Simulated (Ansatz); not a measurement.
# GaF (singlet): wave-function methods side by side, cc-pVDZ

How much of the correlation energy of GaF (singlet) does each wave-function method recover here?

Program: Ansatz 0.2.0, Gaussian basis. Level of theory: cc-pVDZ, core rule «outside noble gas», up to 15 orbitals frozen. These are calculated values, not measurements.

The runs, in order: UHF; CCSD(T) on RHF; BCCD(T) on RHF; CISD; CCSDT(Q) on RHF; CCSDTQ on RHF.

28 further runs of the same task are left out: 12 for a known fault of the program, 6 that didn't finish, 10 set aside as unsound or not needed.

## (1) The geometry

The geometry is a PBE0/def2-TZVP stationary point (not a proven minimum) of the parent state, kept for this charge and spin. No spin-orbit coupling is included. The filled d shell of Ga may be among the frozen orbitals whatever the setting's name suggests; the logs give the count.

2 atoms, charge 0, spin multiplicity 1.

Atoms are counted from 1 here; the program's logs count them from 0.

Bond lengths: F1–Ga2 1.764 Å.

## (2) UHF

Contents of in.yaml:

```yaml
crystal:
  periodic: [false, false, false]
  atoms:
    - {symbol: F, position_ang: [0.000000, 0.000000, 0.000000]}
    - {symbol: Ga, position_ang: [0.000000, 0.000000, 1.763700]}
basis:
  gaussian: {orbitals: cc-pVDZ}
magnetization: {spin_polarized: true, initial_magnetization: 0}
hamiltonian: {xc: hf}
output: {orbitals: {seedname: orbitals}}
```

On the command line:

```sh
> ansatz run in.yaml --threads 1 --pin off --events-out ev --progress --plain --max-ram 2393MiB
```

After this run come: CCSD(T) on RHF; BCCD(T) on RHF; CISD; CCSDT(Q) on RHF; CCSDTQ on RHF.

Q: Predict the results of all the runs planned. Wanted: RCCSDTQ below the RHF energy; RMP2 from RCCSDTQ; RCCSD from RCCSDTQ; RCCSD(T) from RCCSDTQ; RCCSDT(Q) from RCCSDTQ; T1 diagnostic.

**Answer**, as computed:

```
                         quantity                                 value
     RCCSDTQ below the RHF energy                            -6.8700 eV
                RMP2 from RCCSDTQ                            +443.3 meV
               RCCSD from RCCSDTQ                            +149.4 meV
            RCCSD(T) from RCCSDTQ                             +24.1 meV
           RCCSDT(Q) from RCCSDTQ                              -2.5 meV
levels within 1 kcal/mol (43 meV)  RCCSD(T), BCCD(T), RCCSDT, RCCSDT(Q)
                    T1 diagnostic                                 0.019
```

In words: RCCSD(T) misses by +24.1 meV, 0.4 % of the correlation energy. These misses are within one basis, not against nature.
